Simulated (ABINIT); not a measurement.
Set up this calculation in ABINIT 10.8.3 (patched build), as the native input.

```
Task                                            : single point
Functional                                      : PBE
Potentials or basis                             : JTH PAW PBE v2.0
Cutoff                                          : 463 eV
k mesh                                          : 9 × 9 × 9
Occupations                                     : fermi-dirac, width 0.05 eV
Spin                                            : no spin polarisation
Fine-grid cutoff                                : 925.187 eV
Exchange and correlation inside the PAW spheres : full angular mesh (pawxcdev 0, this build's default; the released program takes 1)
```

AgB:

```xyz
2
Lattice="2.9089 0.0000 0.0000 0.0000 2.9089 0.0000 0.0000 0.0000 2.9089" Properties=species:S:1:pos:R:3 pbc="T T T"
Ag    0.0000    0.0000    0.0000
B     1.4545    1.4545    1.4545
```

The cell was built by a generator and needn't be a form met in nature.

The cell isn't the ideal one: cell taken from the last step of an earlier PBE relaxation by this program, which needn't have reached its minimum.

One way to write it, as run:

run.abi

```
pp_dirpath "./"
pseudos "Ag.GGA_PBE-JTH.xml, B.GGA_PBE-JTH.xml"

acell 2.90892605 2.90892605 2.90892605 Angstrom
rprim
     1.0000000000     0.0000000000     0.0000000000
     0.0000000000     1.0000000000     0.0000000000
     0.0000000000     0.0000000000     1.0000000000
ntypat 2
znucl 47 5
natom 2
typat 1 2
xcart
     0.0000000000     0.0000000000     0.0000000000
     1.4544630250     1.4544630250     1.4544630250 Angstrom
chkprim 0
chksymtnons 0
tolsym 1.0e-6

ecut 462.593566 eV
pawecutdg 34.0

kptopt 1
ngkpt 9 9 9
nshiftk 1
shiftk 0.0 0.0 0.0

ixc 11

nband 11
occopt 3
tsmear 0.05 eV

nstep 100
tolvrs 1.0e-9

iomode 3
prtwf 0
prtden 0
prteig 0
prtebands 0
```

Potentials or basis: JTH PAW PBE v2.0.

Run with:

```sh
$ abinit run.abi > log 2>&1
```

Results of the run:

| Property | Result |
| --- | --- |
| Pressure | -0.1 GPa |
| Band gap on the k mesh | none (metal or under the smearing width) |
| Valence electrons inside the program's atomic spheres | Ag 9.90; B 1.43 |

It took 7.4 s on 1 thread of Arm Neoverse V2, on a shared host, peak memory 0.09 GiB.
